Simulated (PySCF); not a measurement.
# RhO₃: structure of the quartet

Aim: relax RhO₃ as a quartet from a hand-made side-on plus terminal geometry, check by its vibrations whether the end is a minimum, and collect its spectrum and constants.

Method: PBE0, basis Rh def2-SVP with ECP28, O def2-SVP, scalar-relativistic core potentials, no spin–orbit coupling, density fitting; program: PySCF 2.14.0.

**1. Starting geometry**

4 atoms, charge 0, spin multiplicity 4.

Bond lengths: Rh1–O2 1.936 Å, Rh1–O3 1.936 Å, Rh1–O4 1.801 Å, O2–O3 1.440 Å. Angles: O2–Rh1–O3 43.7°, O2–Rh1–O4 158.2°, O3–Rh1–O4 158.2°, Rh1–O2–O3 68.2°, Rh1–O3–O2 68.2°.

Coordinates in bohr (charge 0 multiplicity 4):
```
Rh    0.0000    0.0000    0.0000
O     1.3606    0.0000    3.3970
O    -1.3606    0.0000    3.3970
O     0.0000    0.0000   -3.4032
```

**2. The SCF at the typed geometry**

The steps below are one call of a driver around PySCF. For each, scf.py gives the equivalent set-up of the SCF; relaxations use the driver's own optimiser. After this first run the driver tries any further starts and a stability analysis.

File scf.py:

```python
from pyscf import gto, scf, dft
mol = gto.M(atom='''
Rh     0.000000     0.000000     0.000000
O      0.720000     0.000000     1.797600
O     -0.720000     0.000000     1.797600
O      0.000000     0.000000    -1.800900''',
    basis={'Rh': 'def2-SVP', 'O': 'def2-SVP'},
    ecp={'Rh': 'def2-SVP'},
    charge=0, spin=3)
mf = dft.UKS(mol, xc='PBE0')
mf.grids.atom_grid = (50, 194)
aux = {'Rh': 'def2-universal-JKFIT', 'O': 'def2-universal-JKFIT'}
mf = mf.density_fit(auxbasis=aux)
mf.conv_tol = 1e-08
mf.diis_space = 10
mf.max_cycle = 60
mf.init_guess = 'minao'
mf.verbose = 4
mf.kernel()
```

Command:

```
OMP_NUM_THREADS=2 python axn.py task.json out
```

After this run come: Side-on plus terminal start, quartet: relaxation; Is it a minimum? Harmonic modes.

**Question.** What will these runs give? Wanted: minimum; geometry; wavenumbers; dipole moment; highest occupied, lowest empty level; polar-tensor charge of Rh1; zero-point energy; atomisation energy; ⟨S²⟩.

The runs gave:

```
                                          quantity                                                                                              value
                                           minimum                                                                                       quartet, C2v
                                          geometry  O–O 1.276 Å, Rh–O 1.684 Å, Rh–O 2.017 Å (×2); O–O–Rh 71.6° (×2), O–Rh–O 36.9°, O–Rh–O 161.6° (×2)
                                wavenumbers (cm⁻¹)                                         79 (b2), 183 (b1), 430 (a1), 525 (b2), 919 (a1), 1305 (a1)
                                     dipole moment                                                                                             1.21 D
highest occupied, lowest empty level (either spin)                                                                                    -7.48, -4.14 eV
                        polar-tensor charge of Rh1                                                                                            +0.69 e
                                 zero-point energy                                                                                        20.6 kJ/mol
                               entropy at 298.15 K                                                                                    311.3 J/(mol K)
         atomisation energy (no zero-point energy)                                                                                        1025 kJ/mol
                                              ⟨S²⟩                                                                                              3.760
```

What this shows: The molecule stays C2v, as typed, and the end point is a minimum. The strongest infrared band lies at 1305 cm⁻¹ (a1). Other starts or spin states, not run here, may lie lower. One determinant may miss the lowest occupation of an open d or f shell.
